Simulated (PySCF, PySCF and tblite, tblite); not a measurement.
# C4H9BFN: a path driven as rotation about a bond, and NMR exchange, part 2 of 2

PySCF and tblite. Atoms count from 0. The steps go on from the part before.

### Step 9. Kinetics and line shapes

The job: settings as JSON, then the geometry in Å.

```
{"job": {"smiles": "C=CB(F)N(C)C", "charge": 0, "mult": 1, "motion": "rotation", "what": "aryl or vinyl borane", "atoms": [2, 1], "drives": [{"terms": [["t", [3, 2, 1, 0], 0.25], ["t", [3, 2, 1, 9], 0.25], ["t", [4, 2, 1, 0], 0.25], ["t", [4, 2, 1, 9], 0.25]], "by": 180, "n": 12}], "study": "path", "level": {"kind": "nmr", "xc": "PBE0", "basis": "pcSseg-1", "solvent": "chloroform"}, "fields": [270, 360, 400], "first": 1, "seed": 511, "kind": "path"}, "charge": 0, "multiplicity": 1}
C      2.720971    -0.949181     1.076031
C      1.401354    -0.892811     0.928079
B      0.696238     0.219875     0.086908
F      1.482502     1.147249    -0.500179
N     -0.675221     0.351140    -0.119277
C     -1.244420     1.417725    -0.916481
C     -1.692882    -0.523706     0.412642
H      3.362411    -0.217026     0.613038
H      3.213538    -1.715095     1.655407
H      0.811338    -1.658567     1.418361
H     -1.806903     1.003094    -1.758455
H     -1.926321     2.021643    -0.310238
H     -0.452490     2.054503    -1.299049
H     -2.386446     0.041136     1.043695
H     -2.266523    -0.977540    -0.401794
H     -1.244743    -1.313495     1.006431
```

What it wrote:

```text
stationary points (kcal/mol above the start)
  n  kind          group   xTB      DFT    lowest mode
  0  minimum      Cs       0.00     0.00      52.4
  1  saddle       C1       1.50     3.60     -66.0
  2  minimum      C1       0.61     2.05      92.6

GFN2-xTB energies: T/K, barrier G, reaction G (kcal/mol), k forward, k back (1/s)
 150.00     1.48     0.77   4.35e+10   2.89e+11
 200.00     1.57     0.79    1.6e+11   5.85e+11
 250.00     1.67     0.81   3.59e+11   9.13e+11
 298.15     1.78     0.82   6.18e+11   1.23e+12
 350.00     1.90     0.83   9.51e+11   1.56e+12
 400.00     2.02     0.83   1.31e+12   1.87e+12
 500.00     2.29     0.83   2.09e+12   2.42e+12

PBE0/pcSseg-1 + D3(BJ), IEF-PCM chloroform energies: T/K, barrier G, reaction G (kcal/mol), k forward, k back (1/s)
 150.00     3.58     2.22   3.79e+07    3.2e+10
 200.00     3.67     2.24   8.09e+08   1.12e+11
 250.00     3.77     2.25   5.24e+09   2.44e+11
 298.15     3.88     2.26   1.78e+10   4.07e+11
 350.00     4.00     2.27   4.64e+10   6.09e+11
 400.00     4.12     2.28   9.32e+10   8.18e+11
 500.00     4.39     2.28   2.52e+11   1.25e+12
```

Wall time 69 s (1 thread of Intel Xeon Platinum 8559C, shared host); peak memory 0.86 GiB. This counts the whole study up to here.

Barriers by level (kcal/mol; entropies in cal/(mol K)). Zero-point and thermal terms come from xTB in every row. ΔG‡ leaves symmetry out; the rate counts equivalent paths (a factor of 2); effective ΔG‡, where given, is the barrier that would give that rate by Eyring's equation alone:

```
                                     level   ΔE‡  with zero-point   ΔH‡   ΔS‡  ΔG‡ (298 K)  ΔE of reaction  k at 298 K (1/s)  effective ΔG‡
                                  GFN2-xTB  1.50             1.29  0.81  -3.2         1.78            0.61           6.2e+11           1.37
PBE0/pcSseg-1 + D3(BJ), IEF-PCM chloroform  3.60             3.39  2.91  -3.2         3.88            2.05           1.8e+10           3.47
```

Sites that the driver pairs across this motion, and where their lines would merge (no couplings; faster rotations, inversion at nitrogen or exchange between molecules can average them sooner):

```
 nucleus      sites: shielding (ppm)  proton frequency (MHz)  spread (Hz)  coalescence (K)  lines at 298 K
$^{19}$F  F3: 312.0; F3 (end): 292.9                     400         7222        not given               –
$^{13}$C    C1: 50.0; C1 (end): 45.8                     400          423        not given               –
$^{11}$B    B2: 75.8; B2 (end): 73.6                     400          274        not given               –
$^{13}$C    C0: 42.8; C0 (end): 44.9                     400          216        not given               –
 $^{1}$H  H7: 25.19; H7 (end): 25.58                     400          157        not given               –
$^{13}$C  C6: 147.7; C6 (end): 146.4                     400          131        not given               –
 $^{1}$H  H9: 25.02; H9 (end): 25.33                     400          126        not given               –
$^{13}$C  C5: 149.3; C5 (end): 149.6                     400           34        not given               –
```

A dash: the driver gave no coalescence for this row (it judged the minor form too scarce).

Rows that set an atom against itself at the end compare its shielding in the two forms.

### Step 10. Shieldings, start: PBE0/def2-SVPD

The job: settings as JSON, then the geometry in Å.

```
{"job": {"kind": "nmr", "xc": "PBE0", "basis": "def2-SVPD", "pop": false}, "charge": 0, "multiplicity": 1}
C      2.720971    -0.949181     1.076031
C      1.401354    -0.892811     0.928079
B      0.696238     0.219875     0.086908
F      1.482502     1.147249    -0.500179
N     -0.675221     0.351140    -0.119277
C     -1.244420     1.417725    -0.916481
C     -1.692882    -0.523706     0.412642
H      3.362411    -0.217026     0.613038
H      3.213538    -1.715095     1.655407
H      0.811338    -1.658567     1.418361
H     -1.806903     1.003094    -1.758455
H     -1.926321     2.021643    -0.310238
H     -0.452490     2.054503    -1.299049
H     -2.386446     0.041136     1.043695
H     -2.266523    -0.977540    -0.401794
H     -1.244743    -1.313495     1.006431
```

What it wrote:

```text
coarse grid: 13160 points
cycle   1  E = -336.6538092459  dE =  6.416e-01  |g| = 4.976e-01  |ddm| = 7.414e+00
cycle   2  E = -336.6340610391  dE =  1.975e-02  |g| = 6.356e-01  |ddm| = 1.680e+00
cycle   3  E = -336.7070252169  dE = -7.296e-02  |g| = 7.075e-02  |ddm| = 7.129e-01
cycle   4  E = -336.7078755715  dE = -8.504e-04  |g| = 2.653e-02  |ddm| = 1.222e-01
cycle   5  E = -336.7080285803  dE = -1.530e-04  |g| = 7.131e-03  |ddm| = 4.148e-02
cycle   6  E = -336.7080377999  dE = -9.220e-06  |g| = 3.019e-03  |ddm| = 1.151e-02
final grid: 126984 points
cycle   7  E = -336.7506004121  dE = -3.729e-05  |g| = 9.647e-03  |ddm| = 1.544e-01
cycle   8  E = -336.7505798965  dE =  2.052e-05  |g| = 1.352e-02  |ddm| = 3.176e-02
cycle   9  E = -336.7506223545  dE = -4.246e-05  |g| = 1.821e-03  |ddm| = 1.567e-02
cycle  10  E = -336.7506230897  dE = -7.352e-07  |g| = 2.176e-04  |ddm| = 2.245e-03
cycle  11  E = -336.7506230963  dE = -6.664e-09  |g| = 1.269e-04  |ddm| = 6.973e-04
cycle  12  E = -336.7506230999  dE = -3.585e-09  |g| = 3.026e-05  |ddm| = 2.272e-04
cycle  13  E = -336.7506231001  dE = -2.099e-10  |g| = 9.266e-06  |ddm| = 6.510e-05
converged SCF energy = -336.7506231001

GIAO shielding tensors (ppm)
atom      isotropic    diamagn.    paramagn.     s11        s22        s33       span
  0 C       60.901     291.278    -230.377    -58.668     58.750    182.622    241.290
  1 C       67.001     224.980    -157.979    -49.329     60.552    189.780    239.109
  2 B       82.614     218.289    -135.675     52.548     94.770    100.526     47.978
  3 F      325.149     478.233    -153.083    216.278    291.439    467.731    251.453
  4 N      186.277     306.992    -120.715    105.818    222.582    230.430    124.612
  5 C      158.239     255.033     -96.794    136.205    146.735    191.778     55.573
  6 C      157.453     257.128     -99.675    138.554    142.133    191.672     53.118
  7 H       25.259      33.171      -7.912     21.526     24.516     29.735      8.209
  8 H       25.435      34.987      -9.552     22.182     25.220     28.904      6.722
  9 H       25.333      40.171     -14.838     21.781     24.014     30.205      8.423
 10 H       29.453      26.493       2.960     25.545     27.081     35.733     10.188
 11 H       29.454      25.453       4.001     25.545     27.082     35.734     10.188
 12 H       27.883      34.618      -6.735     22.764     28.620     32.264      9.500
 13 H       29.229      25.057       4.172     25.492     26.883     35.311      9.819
 14 H       29.227      26.271       2.957     25.491     26.880     35.311      9.820
 15 H       28.287      40.389     -12.102     23.154     28.392     33.316     10.162
```

Run time: 26 s. Hardware: 1 thread of Intel Xeon Platinum 8559C, shared host; peak memory 0.8 GiB.

Key values: HOMO -7.07 eV, LUMO -0.65 eV; dipole 2.10 D.

### Step 11. Single-point energy, saddle of leg 1: PBE0/def2-SVPD

The job: settings as JSON, then the geometry in Å.

```
{"job": {"kind": "sp", "xc": "PBE0", "basis": "def2-SVPD", "pop": false}, "charge": 0, "multiplicity": 1}
C      2.251771    -0.896786     1.304999
C      1.544635    -1.046639     0.195919
B      0.781351     0.102263    -0.567699
F      1.461798     0.872334    -1.438503
N     -0.574410     0.356503    -0.412356
C     -1.281687     1.396785    -1.128897
C     -1.430730    -0.379793     0.488888
H      2.343083     0.061317     1.791504
H      2.771903    -1.714926     1.779819
H      1.498486    -2.038936    -0.243742
H     -2.092455     0.964143    -1.722370
H     -1.712633     2.116344    -0.426631
H     -0.594680     1.915426    -1.791309
H     -1.875090     0.293811     1.227692
H     -2.241215    -0.863485    -0.064814
H     -0.850128    -1.138359     1.007498
```

What it wrote:

```text
coarse grid: 13160 points
cycle   1  E = -336.6473578003  dE =  6.410e-01  |g| = 4.995e-01  |ddm| = 6.275e+00
cycle   2  E = -336.6272956400  dE =  2.006e-02  |g| = 6.378e-01  |ddm| = 1.653e+00
cycle   3  E = -336.7008316948  dE = -7.354e-02  |g| = 7.148e-02  |ddm| = 7.496e-01
cycle   4  E = -336.7017004313  dE = -8.687e-04  |g| = 2.700e-02  |ddm| = 1.154e-01
cycle   5  E = -336.7018580125  dE = -1.576e-04  |g| = 7.708e-03  |ddm| = 4.239e-02
cycle   6  E = -336.7018693326  dE = -1.132e-05  |g| = 2.850e-03  |ddm| = 1.194e-02
cycle   7  E = -336.7018710912  dE = -1.759e-06  |g| = 3.236e-04  |ddm| = 3.497e-03
final grid: 126984 points
cycle   8  E = -336.7447473640  dE = -4.245e-05  |g| = 7.542e-03  |ddm| = 1.417e-01
cycle   9  E = -336.7447448348  dE =  2.529e-06  |g| = 8.266e-03  |ddm| = 2.612e-02
cycle  10  E = -336.7447619867  dE = -1.715e-05  |g| = 1.118e-03  |ddm| = 1.140e-02
cycle  11  E = -336.7447622544  dE = -2.677e-07  |g| = 1.992e-04  |ddm| = 1.457e-03
cycle  12  E = -336.7447622617  dE = -7.349e-09  |g| = 6.421e-05  |ddm| = 4.582e-04
cycle  13  E = -336.7447622625  dE = -7.485e-10  |g| = 2.130e-05  |ddm| = 1.215e-04
converged SCF energy = -336.7447622625
```

Wall time 12 s (1 thread of Intel Xeon Platinum 8559C, shared host); peak memory 0.68 GiB.

Key values: HOMO -7.28 eV, LUMO 0.01 eV; dipole 2.27 D.

### Step 12. Shieldings, end: PBE0/def2-SVPD

The job: settings as JSON, then the geometry in Å.

```
{"job": {"kind": "nmr", "xc": "PBE0", "basis": "def2-SVPD", "pop": false}, "charge": 0, "multiplicity": 1}
C      1.892730    -1.047284     1.544641
C      1.721240    -0.954844     0.232691
B      0.802354     0.061688    -0.530982
F      1.339820     0.680293    -1.603818
N     -0.519924     0.365560    -0.228918
C     -1.291352     1.339955    -0.972297
C     -1.286213    -0.244348     0.832507
H      1.367500    -0.406627     2.235377
H      2.580119    -1.749577     1.991612
H      2.321416    -1.605334    -0.395706
H     -2.167744     0.866436    -1.424845
H     -1.634509     2.137001    -0.306159
H     -0.678352     1.773757    -1.756832
H     -1.528579     0.491413     1.605833
H     -2.224765    -0.641768     0.434675
H     -0.720406    -1.056875     1.278565
```

What it wrote:

```text
coarse grid: 13160 points
cycle   1  E = -336.6496914883  dE =  6.418e-01  |g| = 4.975e-01  |ddm| = 6.319e+00
cycle   2  E = -336.6290825480  dE =  2.061e-02  |g| = 6.374e-01  |ddm| = 1.582e+00
cycle   3  E = -336.7026025888  dE = -7.352e-02  |g| = 7.235e-02  |ddm| = 7.166e-01
cycle   4  E = -336.7035094253  dE = -9.068e-04  |g| = 2.785e-02  |ddm| = 1.153e-01
cycle   5  E = -336.7036808152  dE = -1.714e-04  |g| = 8.430e-03  |ddm| = 4.772e-02
cycle   6  E = -336.7036955816  dE = -1.477e-05  |g| = 2.989e-03  |ddm| = 1.383e-02
cycle   7  E = -336.7036976032  dE = -2.022e-06  |g| = 3.866e-04  |ddm| = 3.848e-03
final grid: 126984 points
cycle   8  E = -336.7470025947  dE = -5.609e-05  |g| = 7.829e-03  |ddm| = 1.797e-01
cycle   9  E = -336.7469999340  dE =  2.661e-06  |g| = 8.575e-03  |ddm| = 2.773e-02
cycle  10  E = -336.7470183473  dE = -1.841e-05  |g| = 1.201e-03  |ddm| = 1.161e-02
cycle  11  E = -336.7470186540  dE = -3.068e-07  |g| = 2.511e-04  |ddm| = 1.556e-03
cycle  12  E = -336.7470186665  dE = -1.244e-08  |g| = 7.113e-05  |ddm| = 5.631e-04
cycle  13  E = -336.7470186674  dE = -9.246e-10  |g| = 2.692e-05  |ddm| = 1.626e-04
converged SCF energy = -336.7470186674

GIAO shielding tensors (ppm)
atom      isotropic    diamagn.    paramagn.     s11        s22        s33       span
  0 C       63.991     259.152    -195.161    -50.054     63.626    178.401    228.455
  1 C       62.815     248.248    -185.432    -48.707     51.371    185.781    234.489
  2 B       81.701     215.042    -133.341     52.621     94.978     97.502     44.881
  3 F      308.432     478.719    -170.288    202.221    278.727    444.348    242.127
  4 N      186.027     301.220    -115.193    102.897    222.662    232.521    129.624
  5 C      159.037     252.582     -93.545    137.066    148.160    191.885     54.818
  6 C      155.991     252.022     -96.030    136.754    140.531    190.689     53.935
  7 H       25.840      34.377      -8.537     21.784     25.640     30.094      8.310
  8 H       25.521      34.917      -9.396     22.659     25.427     28.476      5.816
  9 H       25.415      33.075      -7.659     23.195     25.220     27.832      4.637
 10 H       29.492      26.598       2.894     25.548     27.128     35.802     10.254
 11 H       29.376      26.516       2.860     25.320     27.140     35.667     10.347
 12 H       27.929      33.285      -5.356     22.987     28.452     32.348      9.361
 13 H       29.168      27.898       1.270     25.690     26.781     35.033      9.343
 14 H       29.363      26.380       2.983     25.562     27.122     35.403      9.841
 15 H       27.987      37.219      -9.232     23.131     28.948     31.882      8.750
```

Run time: 24 s. Hardware: 1 thread of Intel Xeon Platinum 8559C, shared host; peak memory 0.81 GiB.

This run: HOMO -7.17 eV, LUMO -0.47 eV; dipole 2.23 D.

### Step 13. Second level: PBE0/def2-SVPD + D3(BJ)

The job: settings as JSON, then the geometry in Å.

```
{"job": {"smiles": "C=CB(F)N(C)C", "charge": 0, "mult": 1, "motion": "rotation", "what": "aryl or vinyl borane", "atoms": [2, 1], "drives": [{"terms": [["t", [3, 2, 1, 0], 0.25], ["t", [3, 2, 1, 9], 0.25], ["t", [4, 2, 1, 0], 0.25], ["t", [4, 2, 1, 9], 0.25]], "by": 180, "n": 12}], "study": "path", "level": {"kind": "nmr", "xc": "PBE0", "basis": "def2-SVPD", "wide": true}, "fields": [270, 360, 400], "first": 1, "seed": 511, "kind": "pathvar"}, "charge": 0, "multiplicity": 1}
C      2.720971    -0.949181     1.076031
C      1.401354    -0.892811     0.928079
B      0.696238     0.219875     0.086908
F      1.482502     1.147249    -0.500179
N     -0.675221     0.351140    -0.119277
C     -1.244420     1.417725    -0.916481
C     -1.692882    -0.523706     0.412642
H      3.362411    -0.217026     0.613038
H      3.213538    -1.715095     1.655407
H      0.811338    -1.658567     1.418361
H     -1.806903     1.003094    -1.758455
H     -1.926321     2.021643    -0.310238
H     -0.452490     2.054503    -1.299049
H     -2.386446     0.041136     1.043695
H     -2.266523    -0.977540    -0.401794
H     -1.244743    -1.313495     1.006431
```

What it wrote:

```text
stationary points (kcal/mol above the start)
  n  kind          group   xTB      DFT    lowest mode
  0  minimum      Cs       0.00     0.00      52.4
  1  saddle       C1       1.50     3.56     -66.0
  2  minimum      C1       0.61     2.00      92.6

GFN2-xTB energies: T/K, barrier G, reaction G (kcal/mol), k forward, k back (1/s)
 150.00     1.48     0.77   4.35e+10   2.89e+11
 200.00     1.57     0.79    1.6e+11   5.85e+11
 250.00     1.67     0.81   3.59e+11   9.13e+11
 298.15     1.78     0.82   6.18e+11   1.23e+12
 350.00     1.90     0.83   9.51e+11   1.56e+12
 400.00     2.02     0.83   1.31e+12   1.87e+12
 500.00     2.29     0.83   2.09e+12   2.42e+12

PBE0/pcSseg-1 + D3(BJ), IEF-PCM chloroform energies: T/K, barrier G, reaction G (kcal/mol), k forward, k back (1/s)
 150.00     3.58     2.22   3.79e+07    3.2e+10
 200.00     3.67     2.24   8.09e+08   1.12e+11
 250.00     3.77     2.25   5.24e+09   2.44e+11
 298.15     3.88     2.26   1.78e+10   4.07e+11
 350.00     4.00     2.27   4.64e+10   6.09e+11
 400.00     4.12     2.28   9.32e+10   8.18e+11
 500.00     4.39     2.28   2.52e+11   1.25e+12

PBE0/def2-SVPD + D3(BJ) energies: T/K, barrier G, reaction G (kcal/mol), k forward, k back (1/s)
 150.00     3.53     2.17   4.46e+07   3.22e+10
 200.00     3.62     2.19   9.15e+08   1.13e+11
 250.00     3.72     2.20   5.78e+09   2.44e+11
 298.15     3.83     2.22   1.94e+10   4.08e+11
 350.00     3.95     2.22   4.98e+10    6.1e+11
 400.00     4.07     2.23   9.91e+10    8.2e+11
 500.00     4.34     2.23   2.65e+11   1.25e+12
```

It took 2.2 min on 1 thread of Intel Xeon Platinum 8559C, shared host; peak memory 0.86 GiB. This counts the runs that the step sums up.

Barriers by level (kcal/mol; entropies in cal/(mol K)). Zero-point and thermal terms come from xTB in every row. ΔG‡ leaves symmetry out; the rate counts equivalent paths (a factor of 2); effective ΔG‡, where given, is the barrier that would give that rate by Eyring's equation alone:

```
                                     level   ΔE‡  with zero-point   ΔH‡   ΔS‡  ΔG‡ (298 K)  ΔE of reaction  k at 298 K (1/s)  effective ΔG‡
                                  GFN2-xTB  1.50             1.29  0.81  -3.2         1.78            0.61           6.2e+11           1.37
PBE0/pcSseg-1 + D3(BJ), IEF-PCM chloroform  3.60             3.39  2.91  -3.2         3.88            2.05           1.8e+10           3.47
                   PBE0/def2-SVPD + D3(BJ)  3.56             3.34  2.87  -3.2         3.83            2.00           1.9e+10           3.42
```

### Step 14. Results

This closing draws on all 2 parts.

| quantity | value |
| --- | --- |
| barrier (PBE0/pcSseg-1 + D3(BJ), IEF-PCM chloroform) | ΔE‡ 3.6, ΔG‡(298 K) 3.9 kcal/mol |
| barrier (GFN2-xTB) | ΔE‡ 1.5 kcal/mol |
| rate at 298 K | 1.8e+10 s⁻¹ |
| end of the path | 2.0 kcal/mol from the start |

DFT puts the top 3.6 kcal/mol above the start (xTB: 1.5); the rate from the DFT barrier is 1.8e+10 s⁻¹ at 298 K. An error of 1.4 kcal/mol changes that rate tenfold.
